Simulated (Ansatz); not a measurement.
This script makes a frozen displacement of one atom of YZn₂, space group Fd-3m with Ansatz 0.2.0, Python API.

The script, `push.py`:
```python
# -*- coding: utf-8 -*-
"""Energy and force of YZn2 as one atom is pushed off its site."""

import warnings

import ansatz as az
from ase import Atoms
import numpy as np


def main():
    warnings.simplefilter("ignore", az.DeckWarning)

    atoms = Atoms(
        ["Y", "Y", "Zn", "Zn", "Zn", "Zn"],
        scaled_positions=[
            [0.0, 0.0, 0.0],
            [0.25, 0.25, 0.25],
            [0.125, 0.625, 0.625],
            [0.625, 0.125, 0.625],
            [0.625, 0.625, 0.125],
            [0.625, 0.625, 0.625],
        ],
        cell=[
            [0.0, 3.836908, 3.836908],
            [3.836908, 0.0, 3.836908],
            [3.836908, 3.836908, 0.0],
        ],
        pbc=True,
    )
    xtal = az.Crystal.from_ase(atoms)

    inverse = np.linalg.inv(np.array(xtal.lattice.vectors))
    home = np.array(xtal.sites[3].position)
    values = np.linspace(-0.02, 0.02, 5)
    energies, pulls = [], []
    for shift in values:
        moved = xtal.move(3, to=home + shift * inverse[0])
        job = (
            moved.calculation()
            .functional("pbesol")
            .pseudopotentials("paw")
            .basis(19 * az.Ha)
            .kpoints(5)  # sampling of the Brillouin zone
            .occupations("Marzari-Vanderbilt", width=0.1)
            .forces()  # minus the gradient of the free energy
        )
        data = job.run(threads=1).report
        energies.append(data["free_energy_ev"])
        pulls.append(data["forces_ev_ang"][3][0])

    # the force is minus the slope of the free energy
    print("shift (A)   dE (eV)   force along x (eV/A)")
    for shift, e, f in zip(values, energies, pulls):
        print(f"{shift:8.3f} {e - energies[2]:10.5f} {f:12.4f}")
    print(f"stiffness from energies {2 * np.polyfit(values, energies, 2)[0]:.3f}, from forces {-np.polyfit(values, pulls, 1)[0]:.3f} eV/A^2")


if __name__ == "__main__":
    main()
```

How stiff is this displacement, and do energies and forces agree?

The curvature of the energy gives 3.835 eV/Å² and the slope of the force 3.836 eV/Å², a positive curvature.

What the script printed:

```console
$ python push.py
shift (A)   dE (eV)   force along x (eV/A)
  -0.020    0.00077       0.0767
  -0.010    0.00019       0.0383
   0.000    0.00000       0.0000
   0.010    0.00019      -0.0383
   0.020    0.00077      -0.0767
stiffness from energies 3.835, from forces 3.836 eV/A^2
```

Caveats:
- The mesh is modest for a metal, so energies can be off by several to tens of meV an atom and pressures by half a GPa or more; differences at equal mesh fare better.
- In a metal a curvature from energy changes of a few meV or less hangs on mesh and smearing, in size and even in sign.
- This cell is a computed structure, which may not be the phase found in nature.
- All periodic images of the atom move with it, so the curvature is one diagonal element of the zone-centre force constants and no normal mode; a positive value doesn't exclude soft modes in which several atoms move.
- Hardware and time: 2.6 min on 1 thread of Arm Neoverse N1, on a shared host, peak memory 0.6 GiB.
